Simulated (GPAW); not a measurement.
Crystal: Co3Ir.

```xyz
4
Lattice="3.5826 0.0000 0.0000 0.0000 3.5826 0.0000 0.0000 0.0000 3.5826" Properties=species:S:1:pos:R:3 pbc="T T T"
Ir    0.0000    0.0000    0.0000
Co    1.7913    1.7913    0.0000
Co    1.7913    0.0000    1.7913
Co    0.0000    1.7913    1.7913
```

The cell comes from a database or a generator and needn't be the stable form of this composition.

Base run:

- Program: GPAW 26.7.0
- Functional: PBEsol
- Potentials or basis: PAW data sets generated in the run's folder for this functional
- Cutoff: 600 eV
- Basis: pw
- k mesh: 6 × 6 × 6
- Occupations: fermi-dirac, width 0.05 eV
- Spin: collinear spin, ferromagnetic start
- Starting moments: [0.6, 2.0, 2.0, 2.0] μB

Its results: pressure -6.1 GPa; net moment 3.87 μB per cell; site moments Ir +0.33; Co +1.22 μB.

The run is repeated on the same cell with these changes: functional from PBEsol to LDA; potentials or basis from PAW data sets generated in the run's folder for this functional to the program's PAW data sets (release 1.2.1) made for this functional. What comes out?

Pressure -15.1 GPa; net moment 3.48 μB per cell; site moments Ir +0.28; Co +1.09 μB.
